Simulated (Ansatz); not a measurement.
# GeCl2 (singlet): from Hartree-Fock to the top rungs, cc-pVDZ

How much of the correlation energy of GeCl2 (singlet) does each wave-function method recover here?

Program: Ansatz 0.2.0, Gaussian basis. Level of theory: cc-pVDZ, core rule «outside noble gas», up to 24 orbitals frozen. These are calculated values, not measurements.

The runs, in order: UHF; CCSD(T) on RHF; BCCD(T) on RHF; CISD; CCSDT(Q) on RHF; CCSDTQ on RHF; CASSCF and MRCISD+Q, 18 electrons in 12 orbitals; CASSCF and NEVPT2, 18 electrons in 12 orbitals.

3 further runs of the same task are left out: 3 set aside as unsound or not needed.

### 1 The geometry

The geometry is a PBE0/def2-TZVP stationary point (not a proven minimum). No spin-orbit coupling is included. The filled d shell of Ge may be among the frozen orbitals whatever the setting's name suggests; the logs give the count.

3 atoms, charge 0, spin multiplicity 1.

Atoms are counted from 1 here; the program's logs count them from 0.

Bond lengths: Ge1–Cl2 2.182 Å, Ge1–Cl3 2.182 Å. Angles: Cl2–Ge1–Cl3 100.1°.

As a file:

```
atom   x (Å)    y (Å)    z (Å)
 Ge1  0.0000  -0.6920   0.0000
 Cl2  0.0000   0.7089  -1.6730
 Cl3  0.0000   0.7089   1.6730
```

### 2 UHF

Input file in.yaml:

```yaml
crystal:
  periodic: [false, false, false]
  atoms:
    - {symbol: Ge, position_ang: [0.000000, -0.691972, 0.000000]}
    - {symbol: Cl, position_ang: [0.000000, 0.708894, -1.673035]}
    - {symbol: Cl, position_ang: [0.000000, 0.708894, 1.673035]}
basis:
  gaussian: {orbitals: cc-pVDZ}
magnetization: {spin_polarized: true, initial_magnetization: 0}
hamiltonian: {xc: hf}
output: {orbitals: {seedname: orbitals}}
```

On the command line:

```sh
$ ansatz run in.yaml --threads 1 --pin off --events-out ev --progress --plain --max-ram 2816MiB --backend cpu
```

Further steps of the session: CCSD(T) on RHF; BCCD(T) on RHF; CISD; CCSDT(Q) on RHF; CCSDTQ on RHF; CASSCF and MRCISD+Q, 18 electrons in 12 orbitals; CASSCF and NEVPT2, 18 electrons in 12 orbitals.

Q: Predict the results of all the runs planned. Wanted: RCCSDTQ below the RHF energy; RMP2 from RCCSDTQ; RCCSD from RCCSDTQ; RCCSD(T) from RCCSDTQ; RCCSDT(Q) from RCCSDTQ; NEVPT2 valence from RCCSDTQ; MRCISD+Q valence from RCCSDTQ; T1 diagnostic; effectively unpaired electrons.

As calculated:

```
                         quantity              value
     RCCSDTQ below the RHF energy        -10.3896 eV
                RMP2 from RCCSDTQ        +1173.6 meV
               RCCSD from RCCSDTQ         +314.2 meV
            RCCSD(T) from RCCSDTQ          +49.8 meV
           RCCSDT(Q) from RCCSDTQ           -0.8 meV
      NEVPT2 valence from RCCSDTQ        +1830.7 meV
    MRCISD+Q valence from RCCSDTQ         +107.0 meV
levels within 1 kcal/mol (43 meV)  RCCSDT, RCCSDT(Q)
                    T1 diagnostic              0.014
   effectively unpaired electrons               0.03
```

**Reading.** RCCSD(T) misses by +49.8 meV, 0.5 % of the correlation energy. One determinant dominates. Of the multireference levels listed MRCISD+Q valence comes nearest in total energy (+107.0 meV), which doesn't show that its space is the better one. These misses are within one basis, not against nature.
